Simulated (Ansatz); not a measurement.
# AlH₆NSSi: how energies converge with the basis set

How large a basis does AlH₆NSSi need? Two functionals are run in growing sets.

Method: one geometry, several basis sets; program: Ansatz 0.2.0, Gaussian basis.

Levels to be run: PBE0-D4/def2-SVP; ωB97M-V/def2-SVP; PBE0-D4/def2-QZVPP; ωB97M-V/def2-QZVPP; the functionals' def2-TZVPP values are taken from earlier runs.

## 1. The relaxed structure

An earlier PBE0-D4 in a triple-zeta def2 set relaxation fixed the geometry.

SMILES `N[SiH2][S][AlH2]`, 10 atoms, charge 0, spin multiplicity 1.

Atoms are counted from 1 here; the program's logs count them from 0.

Bond lengths: N1–Si2 1.709 Å, N1–H5 1.007 Å, N1–H6 1.007 Å, Si2–S3 2.159 Å, Si2–H7 1.482 Å, Si2–H8 1.482 Å, S3–Al4 2.172 Å, Al4–H9 1.579 Å, Al4–H10 1.586 Å. Angles: Si2–N1–H5 119.7°, Si2–N1–H6 120.8°, H5–N1–H6 111.4°, N1–Si2–S3 117.2°, N1–Si2–H7 106.7°, N1–Si2–H8 108.6°, S3–Si2–H7 108.8°, S3–Si2–H8 103.7°, H7–Si2–H8 111.9°, Si2–S3–Al4 97.9°, S3–Al4–H9 118.4°, S3–Al4–H10 118.6°, H9–Al4–H10 123.0°.

## 2. PBE0-D4 in def2-SVP

in.yaml

```yaml
crystal:
  periodic: [false, false, false]
  atoms:
    - {symbol: N, position_ang: [-0.698564, 1.559711, 0.334324]}
    - {symbol: Si, position_ang: [-1.224706, 0.031357, -0.221994]}
    - {symbol: S, position_ang: [0.120342, -1.070363, -1.501429]}
    - {symbol: Al, position_ang: [1.767768, -1.272995, -0.100992]}
    - {symbol: H, position_ang: [-0.061199, 1.614635, 1.112654]}
    - {symbol: H, position_ang: [-0.561183, 2.322888, -0.308573]}
    - {symbol: H, position_ang: [-1.513999, -0.784282, 0.980933]}
    - {symbol: H, position_ang: [-2.429965, 0.223077, -1.062007]}
    - {symbol: H, position_ang: [3.074442, -2.017309, -0.582378]}
    - {symbol: H, position_ang: [1.610264, -0.658118, 1.352462]}
basis:
  gaussian: {orbitals: def2-SVP}
hamiltonian: {xc: pbe0, dispersion: d4}
output: {orbitals: {seedname: orbitals}}
```

On the command line:

```bash
$ ansatz run in.yaml --threads 2 --pin off --events-out ev --progress --plain --max-ram 4352MiB
```

The runs that follow: ωB97M-V in def2-SVP; PBE0-D4 in def2-QZVPP; ωB97M-V in def2-QZVPP.

Before running them: what should the planned runs give, taken together? Wanted: PBE0-D4: double and triple zeta above quadruple; ωB97M-V: double and triple zeta above quadruple.

**Answer**, as computed:

```
                                       quantity           value
PBE0-D4: double and triple zeta above quadruple  11.75, 0.90 eV
ωB97M-V: double and triple zeta above quadruple  11.78, 0.86 eV
```

**Reading.** PBE0-D4 gains 10.85 eV from double to triple zeta, then 0.90 eV more. Total energies overstate the basis error of differences, where much of it tends to cancel.
